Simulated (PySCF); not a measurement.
# F3HfO (Hf(O)(F)3-): the cost of one run

Method: PBE, Hf def2-SVP with ECP60, O def2-SVP, F def2-SVP; scalar-relativistic core potentials, no spin–orbit coupling; program: PySCF 2.14.0.

### 1 Starting geometry

5 atoms, charge -1, spin multiplicity 1.

Bond lengths: Hf1–O2 1.822 Å, Hf1–F3 1.987 Å, Hf1–F4 1.989 Å, Hf1–F5 1.987 Å. Angles: O2–Hf1–F3 109.2°, O2–Hf1–F4 108.6°, O2–Hf1–F5 109.2°, F3–Hf1–F4 111.1°, F3–Hf1–F5 107.5°, F4–Hf1–F5 111.1°.

Coordinates:

```
Hf   -0.0598    0.0000    0.0614
O     1.4442    0.0000    1.0899
F    -0.0486    1.6027   -1.1134
F    -1.6483    0.0000    1.2583
F    -0.0486   -1.6027   -1.1134
```

Formal oxidation states: Hf +4. An earlier session relaxed this geometry at PBE, Hf def2-SVP with ECP60, O def2-SVP, F def2-SVP (singlet, point group Cs).

Its energy there is -422.522406 Eh.

### 2 Atoms moved at random, σ = 0.1 Å

File run.py (the lines that set the calculation):

```python
mol = gto.M(atom='''
Hf    -0.16465    -0.01297     0.11694
O      1.55671    -0.00340     0.99081
F     -0.13035     1.57994    -0.97201
F     -1.66489    -0.07498     1.13142
F      0.04213    -1.48860    -1.08443''',
    basis={'Hf': 'def2-SVP', 'O': 'def2-SVP', 'F': 'def2-SVP'},
    ecp={'Hf': 'def2-SVP'},
    charge=-1, spin=0)
mf = dft.RKS(mol, xc='PBE')
mf.grids.atom_grid = (50, 194)
mf = mf.density_fit()  # fitting sets: Hf def2-universal-JKFIT, O def2-universal-JKFIT, F def2-universal-JKFIT
mf.conv_tol = 1e-08; mf.max_cycle = 55
mf.kernel(dm0)  # dm0: the density of the relaxed state
```

Launch:

```bash
$ OMP_NUM_THREADS=2 python run.py
```

**Question.** How long does this run take on 2 threads of Arm Neoverse V1, shared host?

About 2.8 s.
